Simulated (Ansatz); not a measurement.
An input for Ansatz 0.2.0 (Ga3Se):

input.yaml

```yaml
crystal:
  lattice:
    - [4.432465, 0.0, 0.0]
    - [0.0, 4.432465, 0.0]
    - [0.0, 0.0, 4.432465]
  atoms:
    - { symbol: Se, position: [0.0, 0.0, 0.0] }
    - { symbol: Ga, position: [0.5, 0.5, 0.0] }
    - { symbol: Ga, position: [0.5, 0.0, 0.5] }
    - { symbol: Ga, position: [0.0, 0.5, 0.5] }
hamiltonian:
  xc: pbesol
  pseudopotentials: { kind: paw }
kpoints:
  mp_grid: { grid: [6, 6, 6] }
scf:
  occupations: { method: fermi_dirac, width: 0.05 }
output:
  eigenvalues: true
dielectric:
  method: response
```

Potentials or basis: Ansatz PAW.

The run is started by

```console
$ ansatz run input.yaml --threads 2 --pin off --max-ram 5632MiB --backend cpu --events-out ev --progress --plain --runs-dir out
```

How does this run end?

The run stopped without a result. It printed:

Output:

```text
Error: inconsistent input (total_charge, dielectric): the neutral cell has an odd electron count (55.000), which no filling of whole bands holds here — the response to a homogeneous field is an insulator's; give the cell's own charge, if that leaves an even count, or lock an odd total moment (magnetization.spin_polarized: true, magnetization.spin_locking.lock_magnetization: hard, an odd magnetization.initial_magnetization), or remove dielectric
```
